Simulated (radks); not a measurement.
# Ge⁴⁺ in [Ar] 3d10: an all-electron calculation

One table from this session's results is given with a row withheld; the runs are named, their logs left out.

Program: radks (a radial shooting solver on a logarithmic mesh, Libxc functionals) version 1. Level of theory: scalar-relativistic Kohn-Sham, BLYP, spin-polarised, spherical densities, point nucleus. These are calculated values, not measurements, unless marked.

## The atom as given

```
element       : germanium (Z = 32)
charge        : +4
electrons     : 28
configuration : [Ar] 3d10
```

Outer shells as boxes (Hund's rule):

Ge⁴⁺
```
[Ar] core
3d [↑↓][↑↓][↑↓][↑↓][↑↓]
```

The first run:

Settings of this run:

```text
Z 32
configuration [Ar] 3d10 4s0 4p0
relativity scalar-relativistic
functional b88,lyp
spin polarised
nucleus point
c 137.035999084
```

One table of the session follows, with a row left open; its other results are not shown here.

It belongs to the step «Shells». Radial moments (bohr):

| level | <r> | outermost maximum (interpolated) | 90 % within | nodes |
| --- | --- | --- | --- | --- |
| 1s | 0.04700 | 0.0307 | 0.0840 | 0 |
| 2s | 0.2100 | 0.176 | 0.325 | 1 |
| 2p | ? | ? | ? | ? |
| 3s | 0.6238 | 0.542 | 0.933 | 2 |
| 3p | 0.6456 | 0.543 | 0.992 | 1 |
| 3d | 0.7179 | 0.502 | 1.21 | 0 |
| 4s | 1.773 | 1.58 | 2.57 | 3 |
| 4p | 2.009 | 1.79 | 2.93 | 2 |

Estimate the missing values for 2p.

As computed: <r>: 0.1837; outermost maximum (interpolated): 0.141; 90 % within: 0.300; nodes: 0. In the column «<r>» it lies between 1s (0.04700) and 2s (0.2100).
